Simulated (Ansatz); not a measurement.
# AlN₂H₅ + AsH₃: a complex and its separated parts, part 2 of 2

Ansatz 0.2.0, Gaussian basis. Earlier steps stand in the parts before.

**13. CAM-B3LYP-D4/def2-TZVPP**

The inputs:

parta/in.yaml

```yaml
crystal:
  periodic: [false, false, false]
  atoms:
    - {symbol: Al, position_ang: [-1.235862, 1.159478, 0.117124]}
    - {symbol: H, position_ang: [-2.108479, 2.079072, -0.826715]}
    - {symbol: N, position_ang: [0.420158, 1.632973, 0.521240]}
    - {symbol: N, position_ang: [-1.919839, -0.338289, 0.764263]}
    - {symbol: H, position_ang: [1.060451, 1.124866, 1.108384]}
    - {symbol: H, position_ang: [0.856417, 2.473901, 0.180923]}
    - {symbol: H, position_ang: [-2.854790, -0.653799, 0.565238]}
    - {symbol: H, position_ang: [-1.455899, -0.993630, 1.371038]}
basis:
  gaussian: {orbitals: def2-TZVPP}
hamiltonian: {xc: {name: CAM-B3LYP}, dispersion: d4}
```

partb/in.yaml

```yaml
crystal:
  periodic: [false, false, false]
  atoms:
    - {symbol: H, position_ang: [0.719232, -1.311278, -1.548199]}
    - {symbol: As, position_ang: [1.611414, -1.588842, -0.347188]}
    - {symbol: H, position_ang: [2.734529, -0.735035, -0.917380]}
    - {symbol: H, position_ang: [2.172669, -2.849417, -0.988628]}
basis:
  gaussian: {orbitals: def2-TZVPP}
hamiltonian: {xc: {name: CAM-B3LYP}, dispersion: d4}
```

The same command starts each run, in its folder.

Run with:

```console
> ansatz run in.yaml --threads 8 --pin off --events-out ev --progress --plain --max-ram 19148MiB
```

parta printed, cut to the lines that bear on the results:

```text
Functional definition: CAM-B3LYP
  name "CAM-B3LYP"
  cite "Yanai, Tew & Handy, Chem. Phys. Lett. 393, 51 (2004) doi:10.1016/j.cplett.2004.06.011"
  cite "Iikura, Tsuneda, Yanai & Hirao, J. Chem. Phys. 115, 3540 (2001) doi:10.1063/1.1383587"
  cite "Becke, Phys. Rev. A 38, 3098 (1988) doi:10.1103/PhysRevA.38.3098"
  cite "Lee, Yang & Parr, Phys. Rev. B 37, 785 (1988) doi:10.1103/PhysRevB.37.785"
[...]
  # Exact exchange under (alpha + beta erf(omega r))/r, Becke's under what is left of 1/r.
[...]
893 factors; their error is unknown
255 factors; integrals over basis functions are off by at most 1.2e-5 eV
[...]
mean field -9660.93856488 eV, -355.0329438399 hartree, gradient 6.4e-5 eV, S^2 0.000000; 0 other end points of the search recorded, 0 dependent functions left out
reference -9660.93868405 eV, -355.0329482195 hartree; 16, 16 occupied and 158, 158 virtual orbitals, 893 factors
Total energy: -9661.02979794 eV, -355.0362965931 hartree
```

Log of partb, cut to the lines that bear on the results:

```text
[... 6 set-up lines as earlier in the session ...]
[...]
  # Exact exchange under (alpha + beta erf(omega r))/r, Becke's under what is left of 1/r.
[...]
586 factors; their error is unknown
134 factors; integrals over basis functions are off by at most 9.5e-6 eV
[...]
mean field -60893.16892432 eV, -2237.7826830966 hartree, gradient 8.8e-6 eV, S^2 0.000000; 0 other end points of the search recorded, 0 dependent functions left out
reference -60893.16902137 eV, -2237.7826866631 hartree; 18, 18 occupied and 72, 72 virtual orbitals, 586 factors
Total energy: -60893.19589839 eV, -2237.7836743754 hartree
```

Wall times: 1.7 s (parta), 0.75 s (partb) on 8 threads of Intel Xeon at 2.50GHz, shared host.

**14. wB97X-V/def2-TZVPP**

Each input of step 13 (parta, partb) changes in the same lines:

```diff
-hamiltonian: {xc: {name: CAM-B3LYP}, dispersion: d4}
+hamiltonian: {xc: {name: wB97X-V}}
```

The same command starts each run, in its folder.

Run with:

```console
> ansatz run in.yaml --threads 8 --pin off --events-out ev --progress --plain --max-ram 19148MiB
```

parta printed, cut to the lines that bear on the results:

```text
Functional definition: wB97X-V
  name "wB97X-V"
  cite "Mardirossian & Head-Gordon, Phys. Chem. Chem. Phys. 16, 9904 (2014) doi:10.1039/C3CP54374A"
[... 2 set-up lines as earlier in the session ...]
[...]
      + integral(e_c_pw_opposite_spin*poly(b97_u_opposite, cos0, cos1)) + vv10(b, c)
893 factors; their error is unknown
228 factors; integrals over basis functions are off by at most 9.3e-6 eV
[...]
mean field -9659.93239215 eV, -354.9959676742 hartree, gradient 1.5e-5 eV, S^2 0.000000; 0 other end points of the search recorded, 0 dependent functions left out
reference -9659.93239014 eV, -354.9959676003 hartree; 16, 16 occupied and 158, 158 virtual orbitals, 893 factors
Total energy: -9659.93239014 eV, -354.9959676003 hartree
```

Output in partb, cut to the lines that bear on the results:

```text
[... 5 set-up lines as earlier in the session ...]
[...]
      + integral(e_c_pw_opposite_spin*poly(b97_u_opposite, cos0, cos1)) + vv10(b, c)
586 factors; their error is unknown
123 factors; integrals over basis functions are off by at most 2.1e-5 eV
[...]
mean field -60884.22855931 eV, -2237.4541307422 hartree, gradient 3.0e-5 eV, S^2 0.000000; 0 other end points of the search recorded, 0 dependent functions left out
reference -60884.22855799 eV, -2237.4541306938 hartree; 18, 18 occupied and 72, 72 virtual orbitals, 586 factors
Total energy: -60884.22855799 eV, -2237.4541306938 hartree
```

They took 3.3 s (parta), 1.3 s (partb) on 8 threads of Intel Xeon at 2.50GHz, shared host.

**15. wB97M-V/def2-TZVPP**

Each input of step 14 (parta, partb) changes in the same lines:

```diff
-hamiltonian: {xc: {name: wB97X-V}}
+hamiltonian: {xc: {name: wB97M-V}}
```

One command serves all of them, each in its own folder.

Run with:

```console
> ansatz run in.yaml --threads 8 --pin off --events-out ev --progress --plain --max-ram 19148MiB
```

parta printed, cut to the lines that bear on the results:

```text
Functional definition: wB97M-V
  name "wB97M-V"
  cite "Mardirossian & Head-Gordon, J. Chem. Phys. 144, 214110 (2016) doi:10.1063/1.4952647"
[... 2 set-up lines as earlier in the session ...]
  # Of w^i u^j: cxij and so on, Table III.
[...]
  gx(w, u) = 1 - cx + cx01*u + cx10*w
[...]
      + integral(e_c_pw_mod_opposite_spin*gos(b97_w_opposite, b97_u_opposite)) + vv10(b, c)
877 factors; their error is unknown
228 factors; integrals over basis functions are off by at most 9.3e-6 eV
[...]
mean field -9660.24060888 eV, -355.0072944299 hartree, gradient 1.6e-5 eV, S^2 0.000000; 0 other end points of the search recorded, 0 dependent functions left out
reference -9660.24065796 eV, -355.0072962338 hartree; 16, 16 occupied and 158, 158 virtual orbitals, 877 factors
Total energy: -9660.24065796 eV, -355.0072962338 hartree
```

Output in partb, cut to the lines that bear on the results:

```text
[... 5 set-up lines as earlier in the session ...]
  # Of w^i u^j: cxij and so on, Table III.
[...]
  gx(w, u) = 1 - cx + cx01*u + cx10*w
[...]
      + integral(e_c_pw_mod_opposite_spin*gos(b97_w_opposite, b97_u_opposite)) + vv10(b, c)
581 factors; their error is unknown
123 factors; integrals over basis functions are off by at most 2.1e-5 eV
[...]
mean field -60886.05493628 eV, -2237.5212488580 hartree, gradient 7.2e-6 eV, S^2 0.000000; 0 other end points of the search recorded, 0 dependent functions left out
reference -60886.05496820 eV, -2237.5212500311 hartree; 18, 18 occupied and 72, 72 virtual orbitals, 581 factors
Total energy: -60886.05496820 eV, -2237.5212500311 hartree
```

They took 3.1 s (parta), 1.3 s (partb) on 8 threads of Intel Xeon at 2.50GHz, shared host.

**16. B2PLYP/def2-TZVPP**

Each input of step 15 (parta, partb) changes in the same lines:

```diff
-hamiltonian: {xc: {name: wB97M-V}}
+hamiltonian: {xc: {name: B2PLYP}}
```

The same command starts each run, in its folder.

Run with:

```console
> ansatz run in.yaml --threads 8 --pin off --events-out ev --progress --plain --max-ram 19148MiB
```

Log of parta, cut to the lines that bear on the results:

```text
Functional definition: B2PLYP
  name "B2PLYP"
  cite "Grimme, J. Chem. Phys. 124, 034108 (2006) doi:10.1063/1.2148954"
[... 2 set-up lines as earlier in the session ...]
[...]
1018 factors; integrals over basis functions are off by at most 8.8e-4 eV
[...]
mean field -9651.93347313 eV, -354.7020128222 hartree, gradient 2.9e-6 eV, S^2 0.000000; 0 other end points of the search recorded, 0 dependent functions left out
7 core orbitals not correlated: weight in the atoms' cores, before any rotation towards them, 1.000 or more for the frozen orbitals, at most 0.000 for the correlated occupied ones
reference -9651.93362862 eV, -354.7020185363 hartree; 9, 9 occupied and 158, 158 virtual orbitals, 1018 factors
second order -16.96353496 eV of doubles, -0.00000000 eV of singles
Total energy: -9656.51378306 eV, -354.8703361075 hartree
```

Output in partb, cut to the lines that bear on the results:

```text
[... 5 set-up lines as earlier in the session ...]
[...]
537 factors; integrals over basis functions are off by at most 9.2e-4 eV
[...]
mean field -60877.05026810 eV, -2237.1903334058 hartree, gradient 9.1e-7 eV, S^2 0.000000; 0 other end points of the search recorded, 0 dependent functions left out
9 core orbitals not correlated: weight in the atoms' cores, before any rotation towards them, 1.000 or more for the frozen orbitals, at most 0.000 for the correlated occupied ones
reference -60877.05039451 eV, -2237.1903380514 hartree; 9, 9 occupied and 72, 72 virtual orbitals, 537 factors
second order -9.43909762 eV of doubles, -0.00000000 eV of singles
Total energy: -60879.59895086 eV, -2237.2839957700 hartree
```

Wall times: 2.3 s (parta), 0.96 s (partb) on 8 threads of Intel Xeon at 2.50GHz, shared host.

**17. PBE-QIDH/def2-TZVPP**

Each input of step 16 (parta, partb) changes in the same lines:

```diff
-hamiltonian: {xc: {name: B2PLYP}}
+hamiltonian: {xc: {name: PBE-QIDH}}
```

One command serves all of them, each in its own folder.

Run with:

```console
> ansatz run in.yaml --threads 8 --pin off --events-out ev --progress --plain --max-ram 19148MiB
```

parta printed, cut to the lines that bear on the results:

```text
Functional definition: PBE-QIDH
  name "PBE-QIDH"
  cite "Brémond, Sancho-García, Pérez-Jiménez & Adamo, J. Chem. Phys. 141, 031101 (2014) doi:10.1063/1.4890314"
[... 1 set-up line as earlier in the session ...]
[...]
1018 factors; integrals over basis functions are off by at most 8.8e-4 eV
[...]
mean field -9647.32004204 eV, -354.5324723568 hartree, gradient 2.7e-6 eV, S^2 0.000000; 0 other end points of the search recorded, 0 dependent functions left out
7 core orbitals not correlated: weight in the atoms' cores, before any rotation towards them, 1.000 or more for the frozen orbitals, at most 0.000 for the correlated occupied ones
reference -9647.32005475 eV, -354.5324728236 hartree; 9, 9 occupied and 158, 158 virtual orbitals, 1018 factors
second order -15.73798093 eV of doubles, -0.00000000 eV of singles
Total energy: -9652.56604839 eV, -354.7252595341 hartree
```

Log of partb, cut to the lines that bear on the results:

```text
[... 4 set-up lines as earlier in the session ...]
[...]
537 factors; integrals over basis functions are off by at most 9.2e-4 eV
[...]
mean field -60870.65580007 eV, -2236.9553410401 hartree, gradient 2.8e-6 eV, S^2 0.000000; 0 other end points of the search recorded, 0 dependent functions left out
9 core orbitals not correlated: weight in the atoms' cores, before any rotation towards them, 1.000 or more for the frozen orbitals, at most 0.000 for the correlated occupied ones
reference -60870.65580901 eV, -2236.9553413689 hartree; 9, 9 occupied and 72, 72 virtual orbitals, 537 factors
second order -8.78920395 eV of doubles, -0.00000000 eV of singles
Total energy: -60873.58554367 eV, -2237.0630071315 hartree
```

Times: 2.3 s (parta), 0.91 s (partb) on 8 threads of Intel Xeon at 2.50GHz, shared host.

**18. RPA on PBE/def2-TZVPP**

The same edit goes into each in.yaml of step 17 (parta, partb):

```diff
-hamiltonian: {xc: {name: PBE-QIDH}}
+hamiltonian: {xc: pbe}
+correlation: {method: rpa}
```

The same command starts each run, in its folder.

Run with:

```console
> ansatz run in.yaml --threads 8 --pin off --events-out ev --progress --plain --max-ram 19148MiB
```

parta printed, cut to the lines that bear on the results:

```text
[... 4 set-up lines as earlier in the session ...]
[...]
1018 factors; integrals over basis functions are off by at most 8.8e-4 eV
[...]
mean field -9654.41468777 eV, -354.7931957781 hartree, gradient 3.1e-6 eV, S^2 0.000000; 2 other end points of the search recorded, 0 dependent functions left out
7 core orbitals not correlated: weight in the atoms' cores, before any rotation towards them, 1.000 or more for the frozen orbitals, at most 0.000 for the correlated occupied ones
reference -9628.22652595 eV, -353.8307985823 hartree; 9, 9 occupied and 158, 158 virtual orbitals, 1018 factors
Total energy: -9651.39825980 eV, -354.6823440948 hartree
```

partb printed, cut to the lines that bear on the results:

```text
[... 4 set-up lines as earlier in the session ...]
[...]
537 factors; integrals over basis functions are off by at most 9.2e-4 eV
[...]
mean field -60880.50689292 eV, -2237.3173620252 hartree, gradient 5.6e-7 eV, S^2 0.000000; 0 other end points of the search recorded, 0 dependent functions left out
9 core orbitals not correlated: weight in the atoms' cores, before any rotation towards them, 1.000 or more for the frozen orbitals, at most 0.000 for the correlated occupied ones
reference -60842.13960569 eV, -2235.9073902255 hartree; 9, 9 occupied and 72, 72 virtual orbitals, 537 factors
Total energy: -60855.12625001 eV, -2236.3846406019 hartree
```

They took 3.1 s (parta), 0.8 s (partb) on 8 threads of Intel Xeon at 2.50GHz, shared host.

**19. CCSD(T)/def2-TZVPP**

The same edit goes into each in.yaml of step 18 (parta, partb):

```diff
-hamiltonian: {xc: pbe}
-correlation: {method: rpa}
+correlation: {method: ccsd_t}
```

The same command starts each run, in its folder.

Run with:

```console
> ansatz run in.yaml --threads 8 --pin off --events-out ev --progress --plain --max-ram 19148MiB
```

Log of parta, cut to the lines that bear on the results:

```text
Functional definition: HF
  name "HF"
  cite "Fock, Z. Phys. 61, 126 (1930) doi:10.1007/BF01340294"
[... 1 set-up line as earlier in the session ...]
[...]
1018 factors; integrals over basis functions are off by at most 8.8e-4 eV
[...]
mean field -9629.10315049 eV, -353.8630139401 hartree, gradient 2.6e-6 eV, S^2 0.000000; 0 other end points of the search recorded, 0 dependent functions left out
7 core orbitals not correlated: weight in the atoms' cores, before any rotation towards them, 1.000 or more for the frozen orbitals, at most 0.000 for the correlated occupied ones
reference -9629.10315049 eV, -353.8630139401 hartree; 9, 9 occupied and 158, 158 virtual orbitals, 1018 factors
second order -14.05866357 eV of doubles, -0.00000000 eV of singles
cycle   1  -14.36906881 eV  change   -3.1e-1 eV  update   7.1e-2
[...]
cycle   9  -14.74764471 eV  change    4.3e-6 eV  update   8.9e-6
perturbative correction -0.51901604 eV, -0.0190734876 hartree
Total energy: -9644.36981124 eV, -354.4240533746 hartree
```

Output in partb, cut to the lines that bear on the results:

```text
[... 4 set-up lines as earlier in the session ...]
[...]
537 factors; integrals over basis functions are off by at most 9.2e-4 eV
[...]
mean field -60842.78558041 eV, -2235.9311293589 hartree, gradient 2.2e-6 eV, S^2 0.000000; 1 other end points of the search recorded, 0 dependent functions left out
9 core orbitals not correlated: weight in the atoms' cores, before any rotation towards them, 1.000 or more for the frozen orbitals, at most 0.000 for the correlated occupied ones
reference -60842.78558041 eV, -2235.9311293589 hartree; 9, 9 occupied and 72, 72 virtual orbitals, 537 factors
second order -7.80788296 eV of doubles, -0.00000000 eV of singles
cycle   1  -7.98510037 eV  change   -1.8e-1 eV  update   6.8e-2
[...]
cycle   8  -8.29513612 eV  change   -1.6e-5 eV  update   1.7e-5
perturbative correction -0.26429824 eV, -0.0097127813 hartree
Total energy: -60851.34501478 eV, -2236.2456827701 hartree
```

Times: 9.6 s (parta), 1.7 s (partb) on 8 threads of Intel Xeon at 2.50GHz, shared host; peak memory 1.5 GiB.

**20. Vibrations of AlN₂H₅**

File vib-parta/in.yaml:

```yaml
crystal:
  periodic: [false, false, false]
  atoms:
    - {symbol: Al, position_ang: [-1.235862, 1.159478, 0.117124]}
    - {symbol: H, position_ang: [-2.108479, 2.079072, -0.826715]}
    - {symbol: N, position_ang: [0.420158, 1.632973, 0.521240]}
    - {symbol: N, position_ang: [-1.919839, -0.338289, 0.764263]}
    - {symbol: H, position_ang: [1.060451, 1.124866, 1.108384]}
    - {symbol: H, position_ang: [0.856417, 2.473901, 0.180923]}
    - {symbol: H, position_ang: [-2.854790, -0.653799, 0.565238]}
    - {symbol: H, position_ang: [-1.455899, -0.993630, 1.371038]}
basis:
  gaussian: {orbitals: def2-TZVP}
hamiltonian: {xc: pbe0, dispersion: d4}
phonons: {temperatures: {t_min: 298.15, t_max: 900, t_step: 200}}
```

Run with:

```console
> ansatz run in.yaml --threads 8 --pin off --events-out ev --progress --plain --max-ram 19148MiB
```

What it wrote, cut to the lines that bear on the results:

```text
[... 5 set-up lines as earlier in the session ...]
[...]
809 factors; their error is unknown
[...]
mean field -9655.17771581 eV, -354.8212365413 hartree, gradient 1.6e-5 eV, S^2 0.000000; 0 other end points of the search recorded, 0 dependent functions left out
[...]
Atom 5 at     0.856417     2.473901     0.180923 Å, force    -0.000172    -0.000295    -0.000108 eV/Å
Atom 6 at    -2.854790    -0.653799     0.565238 Å, force     0.000093     0.000353     0.000051 eV/Å
Atom 7 at    -1.455899    -0.993630     1.371038 Å, force    -0.000659    -0.000713    -0.000095 eV/Å
Dipole moment:     0.142508    -0.150190     0.154079 e Å
Vibrations: 203.51 268.91 349.41 352.43 376.71 514.94 536.56 677.58 718.65 776.44 885.82 1563.87 1572.69 1946.95 3614.69 3615.02 3704.05 3704.47 cm⁻¹, zero-point energy 1.573527 eV
```

It took 45 s on 8 threads of Intel Xeon at 2.50GHz, shared host.

The modes, with what each moves most:

```tsv
mode	wavenumber (cm⁻¹)	character
1	204	bend
2	269	torsion
3	349	torsion with out-of-plane bend
4	352	torsion
5	377	torsion
6	515	bend
7	537	torsion
8	678	bend with Al–N stretch
9	719	bend
10	776	Al–N stretch with bend
11	886	Al–N stretch
12	1564	bend
13	1573	bend
14	1947	Al–H stretch
15	3615	N–H stretch
16	3615	N–H stretch
17	3704	N–H stretch
18	3704	N–H stretch
```

Vibrational sums (real modes only):

```tsv
T (K)	entropy (J/mol/K)	heat capacity (J/mol/K)
298	38.9	57.0
498	74.1	79.9
698	103.4	93.3
898	128.1	103.0
```

**21. Vibrations of AsH₃**

File vib-partb/in.yaml:

```yaml
crystal:
  periodic: [false, false, false]
  atoms:
    - {symbol: H, position_ang: [0.719232, -1.311278, -1.548199]}
    - {symbol: As, position_ang: [1.611414, -1.588842, -0.347188]}
    - {symbol: H, position_ang: [2.734529, -0.735035, -0.917380]}
    - {symbol: H, position_ang: [2.172669, -2.849417, -0.988628]}
basis:
  gaussian: {orbitals: def2-TZVP}
hamiltonian: {xc: pbe0, dispersion: d4}
phonons: {temperatures: {t_min: 298.15, t_max: 900, t_step: 200}}
```

Run with:

```console
> ansatz run in.yaml --threads 8 --pin off --events-out ev --progress --plain --max-ram 19148MiB
```

What it wrote, cut to the lines that bear on the results:

```text
[... 5 set-up lines as earlier in the session ...]
[...]
555 factors; their error is unknown
[...]
mean field -60882.34397151 eV, -2237.3848734179 hartree, gradient 5.8e-6 eV, S^2 0.000000; 0 other end points of the search recorded, 0 dependent functions left out
[...]
Atom 1 at     1.611414    -1.588842    -0.347188 Å, force     0.000245    -0.000085     0.000029 eV/Å
Atom 2 at     2.734529    -0.735035    -0.917380 Å, force    -0.000000     0.000096     0.000066 eV/Å
Atom 3 at     2.172669    -2.849417    -0.988628 Å, force    -0.000088    -0.000034     0.000059 eV/Å
Dipole moment:     0.022151    -0.003612    -0.067482 e Å
Vibrations: 921.13 1018.00 1018.01 2215.42 2229.11 2229.16 cm⁻¹, zero-point energy 0.597035 eV
```

Run time: 11 s. Hardware: 8 threads of Intel Xeon at 2.50GHz, shared host.

The modes, with what each moves most:

```tsv
mode	wavenumber (cm⁻¹)	character
1	921	bend
2	1018	bend
3	1018	bend
4	2215	As–H stretch
5	2229	As–H stretch
6	2229	As–H stretch
```

Vibrational sums (real modes only):

```tsv
T (K)	entropy (J/mol/K)	heat capacity (J/mol/K)
298	1.3	5.0
498	6.2	14.9
698	12.6	23.3
898	19.3	29.9
```

**22. Complex less separated parts**

The complex's own energies come from single points at the same levels.

Rows are in def2-TZVPP; times add the 3 runs of a level on a shared host, so small differences are noise.

Differences are taken before rounding.

```tsv
method	rung	complex less parts (kcal/mol)	from CCSD(T) (kcal/mol)	time
SPW92	LDA	-3.75	-1.63	3.3 s
PBE-D4	GGA	-3.03	-0.91	4.4 s
BLYP-D4	GGA	-2.93	-0.81	4.3 s
r2SCAN-D4	meta-GGA	-2.35	-0.23	7.5 s
B97M-V	meta-GGA	-2.50	-0.38	12 s
PBE0-D4	hybrid	-2.77	-0.65	6.1 s
B3LYP-D4	hybrid	-2.86	-0.74	6.1 s
r2SCAN0-D4	hybrid	-2.36	-0.24	8.4 s
BHLYP-D4	hybrid	-2.97	-0.86	5.4 s
CAM-B3LYP-D4	range-separated hybrid	-2.51	-0.40	7.2 s
wB97X-V	range-separated hybrid	-2.33	-0.21	13 s
wB97M-V	range-separated hybrid	-2.47	-0.35	14 s
B2PLYP	double hybrid	-0.86	+1.26	11 s
PBE-QIDH	double hybrid	-1.62	+0.50	10 s
RPA on PBE	RPA	-1.65	+0.47	13 s
Hartree-Fock	wavefunction	0.70	+2.81	
MP2	wavefunction	-2.30	-0.18	
CCSD	wavefunction	-1.66	+0.46	
CCSD(T)	wavefunction	-2.12	0	2.6 min
```

Among the levels timed on like hardware and quicker than the yardstick, those that no quicker one beats, quickest first: SPW92 (3.3 s, -1.63 kcal/mol); BLYP-D4 (4.3 s, -0.81 kcal/mol); B3LYP-D4 (6.1 s, -0.74 kcal/mol); PBE0-D4 (6.1 s, -0.65 kcal/mol); CAM-B3LYP-D4 (7.2 s, -0.40 kcal/mol); r2SCAN-D4 (7.5 s, -0.23 kcal/mol); wB97X-V (13 s, -0.21 kcal/mol).

For cost: wB97X-V gets within 0.21 kcal/mol in 13 s, where CCSD(T) took 2.6 min; the quickest level in the cost chart, SPW92, takes 3.3 s and misses by 1.63 kcal/mol.

The complex's zero-point energy, from a separate PBE0-D4 run, is 2.204 eV.

**23. Outcome**

What follows sums up all 2 parts.

| quantity | value |
| --- | --- |
| complex less parts, CCSD(T)/def2-TZVPP | -2.12 kcal/mol |
| with zero-point energy | -1.35 kcal/mol |
| largest T1 diagnostic | 0.013 |

At CCSD(T) the complex lies 2.12 kcal/mol below its parts. The functionals run from wB97X-V, off by -0.21 kcal/mol, to SPW92, off by -1.63 kcal/mol, against CCSD(T). By rung, the mean size of the error is: LDA 1.63, GGA 0.86, meta-GGA 0.31, hybrid 0.62, range-separated hybrid 0.32, double hybrid 0.88 kcal/mol. The double hybrids carry no dispersion term here, unlike the levels marked D4 or V. PBE-D4 gives a relative energy 0.91 kcal/mol too low, an error of 43 % of the reference. No counterpoise was applied, and triple zeta lacks some correlation, so the CCSD(T) reference has a basis error of its own, and close matches with it are partly luck.
